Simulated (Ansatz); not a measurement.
# ZrPb2O5: the cost of one run

Method: DFT PBE, scalar-relativistic, plane waves, PAW, unless a step names another level, in Ansatz 0.2.0.

11 further runs of the same task are left out: 2 that didn't finish, 9 set aside as unsound or not needed.

### 1 Plan

Pauling electronegativities: Zr 1.33, Pb 2.33, O 3.44 (spread 2.11). The formula balances with common oxidation states: Pb +4, Zr +2, O -2. Tabulated atomic sizes suggest about 15 Å³/atom. 23 candidates were drawn, by swapping species into database cells of other compounds, at random by space group and Wyckoff sites, or by hand, as the table says; time allowed 18 of them to run, and these are listed.

```
name                                                      made from  space group no.                           Wyckoff sites  atoms (primitive cell)  V (Å³/atom)
 c01                                        database cell of K2AlF5              123                  Zr 1a; Pb 2e; O 4j, 1b                       8         13.6
 c02                                      database cell of Al5CuMo2              123              Zr 1b; Pb 1a, 1d; O 4i, 1c                       8         14.4
 c04                                       database cell of Na5LiN2                5          Zr 2a; Pb 4c; O 2b, 2a, 2b, 4c                       8         14.8
 c05                                                         random              191                  Zr 1b; Pb 2d; O 4h, 1a                       8         16.2
 c06                                                         random               99                  Zr 1a; Pb 2c; O 4f, 1a                       8         18.7
 c07      built by hand: layered anion-deficient fluorite along 111              164              Zr 1a; Pb 2d; O 2c, 2d, 1b                       8         14.8
 c08                                                         random              191                  Zr 1b; Pb 2d; O 2e, 3f                       8         17.0
 c09                                                         random               71                  Zr 2d; Pb 4i; O 8k, 2b                       8         15.8
 c10                                       database cell of NaLi5N2                6  Zr 1b; Pb 1b, 1a; O 1a, 1b, 1b, 1a, 1a                       8         16.3
 c13  built by hand: oxygen-deficient Aurivillius Bi2WO6 derivative               71              Zr 2a; Pb 4i; O 4j, 4i, 2d                       8         14.8
 c15                           built by hand: CaV2O5/NaV2O5 layered               59              Zr 2b; Pb 4e; O 4e, 2a, 4e                      16         14.8
 c16                                                         random               71              Zr 2c; Pb 2a, 2b; O 8k, 2d                       8         18.5
 c17                                                         random              187              Zr 1b; Pb 2i; O 2h, 2h, 1f                       8         17.3
 c18                                      database cell of Tb2Mg5Ag              166              Zr 3a; Pb 6c; O 6c, 6c, 3b                       8         18.3
 c19                                                         random              119              Zr 2a; Pb 2d, 2b; O 8h, 2c                       8         17.3
 c20                                                         random              216             Zr 4d; Pb 4c, 4a; O 4b, 16e                       8         17.2
 c21        built by hand: pseudobrookite (Al2TiO5), cation ordered               63              Zr 4c; Pb 8f; O 8f, 8f, 4c                      16         14.8
 c23                                                         random              191                  Zr 1a; Pb 2d; O 4h, 1b                       8         17.7
```

### 2 Screening run of c08

input.yaml reads:

```yaml
crystal:
  lattice:
    - [5.41873905, 0.0, 0.0]
    - [-2.70936952, 4.69276567, 0.0]
    - [0.0, 0.0, 5.36248181]
  atoms:
    - { symbol: Zr, position: [0.0, 0.0, 0.5] }
    - { symbol: Pb, position: [0.33333333, 0.66666667, 0.5] }
    - { symbol: Pb, position: [0.66666667, 0.33333333, 0.5] }
    - { symbol: O, position: [0.0, 0.0, 0.89349684] }
    - { symbol: O, position: [0.0, 0.0, 0.10650316] }
    - { symbol: O, position: [0.5, 0.0, 0.0] }
    - { symbol: O, position: [0.0, 0.5, 0.0] }
    - { symbol: O, position: [0.5, 0.5, 0.0] }
basis:
  ecutwfc: 420
kpoints:
  mp_grid: { grid: [3, 3, 2] }
hamiltonian:
  xc: pbe
scf:
  occupations: { method: gaussian, width: 0.15 }
  lower_state_search: "off"
output:
  forces: true
  stress: true
  eigenvalues: true
relax:
  adjacent_minimum: "off"
  f_tol: 0.08
  max_steps: 16
  cell: { stress_tol: 0.8 }
```

The run is started by

```bash
$ ansatz run input.yaml --threads 1 --pin off --max-ram 2560MiB --backend cpu --events-out ev --progress --plain --runs-dir out
```

**Question.** How long does this run take on 1 thread of Intel Xeon at 2.70GHz, shared host, and how much memory does it need?

About 36 s, with a peak of 0.45 GiB.
